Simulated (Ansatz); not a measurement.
**H₇NSSi₂: one species, many methods**

One table from this session's results is given with a row withheld; the runs are named, their logs left out.

The runs use Ansatz 0.2.0, Gaussian basis; functionals in def2-TZVPP, the program's frozen cores in correlated methods.

The runs, in order: PBE-D4, r2SCAN-D4, PBE0-D4, B3LYP-D4, ωB97X-V, ωB97M-V, B2PLYP; CCSD(T)/def2-TZVPP; MP2/def2-QZVPP; extrapolation to the limit.

## The relaxed structure

An earlier PBE0-D4 in a triple-zeta def2 set relaxation fixed the geometry.

SMILES `N[SiH]([SiH3])S`, 11 atoms, charge 0, spin multiplicity 1.

Atoms are counted from 1 here; the program's logs count them from 0.

Bond lengths: N1–Si2 1.712 Å, N1–H5 1.007 Å, N1–H6 1.007 Å, Si2–Si3 2.339 Å, Si2–S4 2.161 Å, Si2–H7 1.487 Å, Si3–H8 1.489 Å, Si3–H9 1.489 Å, Si3–H10 1.488 Å, S4–H11 1.344 Å. Angles: Si2–N1–H5 120.7°, Si2–N1–H6 120.1°, H5–N1–H6 111.4°, N1–Si2–Si3 110.4°, N1–Si2–S4 110.8°, N1–Si2–H7 106.2°, Si3–Si2–S4 107.6°, Si3–Si2–H7 112.3°, S4–Si2–H7 109.7°, Si2–Si3–H8 109.6°, Si2–Si3–H9 109.2°, Si2–Si3–H10 112.1°, H8–Si3–H9 108.4°, H8–Si3–H10 108.7°, H9–Si3–H10 108.8°, Si2–S4–H11 94.9°.

The first run:

The input, in.yaml:

```yaml
crystal:
  periodic: [false, false, false]
  atoms:
    - {symbol: N, position_ang: [-0.645821, 1.716357, -0.592863]}
    - {symbol: Si, position_ang: [-0.154770, 0.079978, -0.710285]}
    - {symbol: Si, position_ang: [1.134841, -0.518160, 1.147689]}
    - {symbol: S, position_ang: [-1.870682, -1.232886, -0.763396]}
    - {symbol: H, position_ang: [-1.123828, 2.052292, 0.227575]}
    - {symbol: H, position_ang: [-0.933183, 2.218085, -1.417570]}
    - {symbol: H, position_ang: [0.603960, -0.035958, -1.984244]}
    - {symbol: H, position_ang: [1.324066, -1.994985, 1.170617]}
    - {symbol: H, position_ang: [0.418818, -0.117384, 2.390138]}
    - {symbol: H, position_ang: [2.472211, 0.134803, 1.133595]}
    - {symbol: H, position_ang: [-1.160212, -2.359241, -0.580757]}
basis:
  gaussian: {orbitals: def2-TZVPP}
hamiltonian: {xc: pbe, dispersion: d4}
output: {forces: true, orbitals: {seedname: orbitals}}
```

Command:

```
> ansatz run in.yaml --threads 4 --pin off --events-out ev --progress --plain --max-ram 10444MiB
```

Steps of the session up to this table: PBE-D4 (GGA); r2SCAN-D4 (meta-GGA); PBE0-D4 (hybrid); B3LYP-D4 (hybrid); ωB97X-V (range-separated); ωB97M-V (range-separated); B2PLYP (double hybrid); CCSD(T) in def2-TZVPP; MP2 in def2-QZVPP.

One of the session's tables, all rows but one given; the rest of the session is left out.

| method | atomisation energy (kJ/mol) |
| --- | --- |
| PBE-D4 | 3407.1 |
| r2SCAN-D4 | 3397.0 |
| PBE0-D4 | 3374.9 |
| B3LYP-D4 | 3405.8 |
| ωB97X-V | 3438.4 |
| ωB97M-V | 3418.1 |
| B2PLYP | 3348.8 |
| HF/def2-TZVPP | 2451.3 |
| MP2/def2-TZVPP | 3296.6 |
| CCSD/def2-TZVPP | 3258.9 |
| CCSD(T)/def2-TZVPP | ? |
| MP2/CBS | 3406.0 |
| CCSD(T)/CBS | 3410.6 |

**Question.** Estimate the row for CCSD(T)/def2-TZVPP.

The run gave: atomisation energy (kJ/mol): 3301.2. In the column «atomisation energy (kJ/mol)» it lies between MP2/def2-TZVPP (3296.6) and B2PLYP (3348.8).
